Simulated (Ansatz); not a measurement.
# C₂H₇AsO: one species, many methods

How much do the methods differ for C₂H₇AsO? The plan is to run it at one geometry with functionals of several rungs and with coupled cluster. The yardstick is the atomisation energy at the CCSD(T) limit.

The runs use Ansatz 0.2.0, Gaussian basis; functionals in def2-TZVPP, the program's frozen cores in correlated methods.

Plan: LDA (SPW92), PBE-D4, revPBE-D4, BLYP-D4, r2SCAN-D4, B97M-V, PBE0-D4, B3LYP-D4, r2SCANh-D4, r2SCAN0-D4, HSE06-D4, BHLYP-D4, CAM-B3LYP-D4, LC-ωPBE, ωB97X-V, ωB97M-V, B2PLYP, PBE-QIDH; CCSD(T)/def2-SVP; CCSD(T)/def2-TZVPP; MP2/def2-QZVPP; extrapolation to the limit; RPA on PBE.

## (1) The geometry

The geometry comes from an earlier relaxation with PBE0-D4 in a triple-zeta def2 set; it is a stationary point, not always the lowest conformer.

SMILES `OCC[AsH2]`, 11 atoms, charge 0, spin multiplicity 1.

Atoms are counted from 1 here; the program's logs count them from 0.

Bond lengths: O1–C2 1.412 Å, O1–H5 0.959 Å, C2–C3 1.509 Å, C2–H6 1.101 Å, C2–H7 1.099 Å, C3–As4 1.979 Å, C3–H8 1.093 Å, C3–H9 1.093 Å, As4–H10 1.526 Å, As4–H11 1.519 Å. Angles: C2–O1–H5 108.7°, O1–C2–C3 108.8°, O1–C2–H6 110.3°, O1–C2–H7 111.2°, C3–C2–H6 109.1°, C3–C2–H7 109.7°, H6–C2–H7 107.7°, C2–C3–As4 116.6°, C2–C3–H8 109.9°, C2–C3–H9 109.7°, As4–C3–H8 106.7°, As4–C3–H9 106.3°, H8–C3–H9 107.2°, C3–As4–H10 95.0°, C3–As4–H11 95.8°, H10–As4–H11 92.2°.

Coordinates:

```xyz
11
C2H7AsO
O    -1.3334    0.7001   -0.5784
C    -0.2594    0.8271    0.3296
C     0.1674   -0.5504    0.7740
As    0.9244   -1.7362   -0.6175
H    -1.5641    1.5719   -0.9056
H    -0.5701    1.4099    1.2102
H     0.5908    1.3483   -0.1322
H    -0.6836   -1.0804    1.2098
H     0.9293   -0.4671    1.5528
H     1.9402   -0.7156   -1.1235
H    -0.0761   -1.3644   -1.6987
```

## (2) LDA

This LDA is Slater exchange with PW92 correlation.

in.yaml reads:

```yaml
crystal:
  periodic: [false, false, false]
  atoms:
    - {symbol: O, position_ang: [-1.333375, 0.700137, -0.578407]}
    - {symbol: C, position_ang: [-0.259373, 0.827063, 0.329574]}
    - {symbol: C, position_ang: [0.167395, -0.550413, 0.773968]}
    - {symbol: As, position_ang: [0.924382, -1.736193, -0.617452]}
    - {symbol: H, position_ang: [-1.564109, 1.571909, -0.905650]}
    - {symbol: H, position_ang: [-0.570145, 1.409891, 1.210185]}
    - {symbol: H, position_ang: [0.590768, 1.348257, -0.132155]}
    - {symbol: H, position_ang: [-0.683584, -1.080357, 1.209830]}
    - {symbol: H, position_ang: [0.929263, -0.467091, 1.552797]}
    - {symbol: H, position_ang: [1.940227, -0.715622, -1.123520]}
    - {symbol: H, position_ang: [-0.076050, -1.364381, -1.698671]}
basis:
  gaussian: {orbitals: def2-TZVPP}
hamiltonian: {xc: lda}
output: {orbitals: {seedname: orbitals}}
```

Further steps of the session: PBE-D4 (GGA); revPBE-D4 (GGA); BLYP-D4 (GGA); r2SCAN-D4 (meta-GGA); B97M-V (meta-GGA); PBE0-D4 (hybrid); B3LYP-D4 (hybrid); r2SCANh-D4 (hybrid); r2SCAN0-D4 (hybrid); HSE06-D4 (hybrid); BHLYP-D4 (hybrid); CAM-B3LYP-D4 (range-separated); LC-ωPBE (range-separated); ωB97X-V (range-separated); ωB97M-V (range-separated); B2PLYP (double hybrid); PBE-QIDH (double hybrid); CCSD(T) in def2-SVP; CCSD(T) in def2-TZVPP; MP2 in def2-QZVPP; RPA on PBE orbitals.

**Question.** What will the summary of the whole plan be? Wanted: atomisation energy, CCSD(T)/CBS; farthest beyond LDA; mean size of error, GGA; mean size of error, meta-GGA; mean size of error, hybrid; mean size of error, range-separated; mean size of error, double hybrid; gap, smallest and largest; T1 diagnostic.

As calculated:

| quantity | value |
| --- | --- |
| atomisation energy, CCSD(T)/CBS | 39.449 eV |
| functionals within 0.394 eV (1.0 %) | revPBE-D4, BLYP-D4, r2SCAN-D4, B97M-V, PBE0-D4, B3LYP-D4, r2SCANh-D4, HSE06-D4, CAM-B3LYP-D4, LC-ωPBE, ωB97X-V, ωB97M-V |
| farthest beyond LDA | BHLYP-D4 (-1.168 eV) |
| mean size of error, GGA | 0.319 eV |
| mean size of error, meta-GGA | 0.030 eV |
| mean size of error, hybrid | 0.359 eV |
| mean size of error, range-separated | 0.186 eV |
| mean size of error, double hybrid | 0.460 eV |
| gap, smallest and largest | 5.69 eV (BLYP-D4), 12.45 eV (LC-ωPBE) |
| T1 diagnostic | 0.0105 |
| triples share of the correlation energy | 3.6 % |

In words: The LDA atomisation energy is off by 6.029 eV (15 %): it overbinds. PBE-D4 misses by +0.690 eV. Double hybrids carry the basis error of their MP2 part in triple zeta, and no dispersion term here, so their miss is partly the set-up's. The rungs meta-GGA, range-separated, GGA, hybrid miss on average by less than the doubt on the reference (0.394 eV), so they tie. The reference freezes the cores and leaves out relativity and excitations past (T), and its outer-core shells are covered unevenly, so misses under about 0.394 eV can't be ranked. Hartree-Fock recovers 71 % of the binding; the rest is correlation. CCSD(T) in def2-SVP is off by -2.298 eV, worse than the median functional, from the basis alone. Orbital gaps span 5.7 to 12.4 eV; exact exchange widens them. Correlated methods include outer-core shells of As, which these sets cover unevenly.
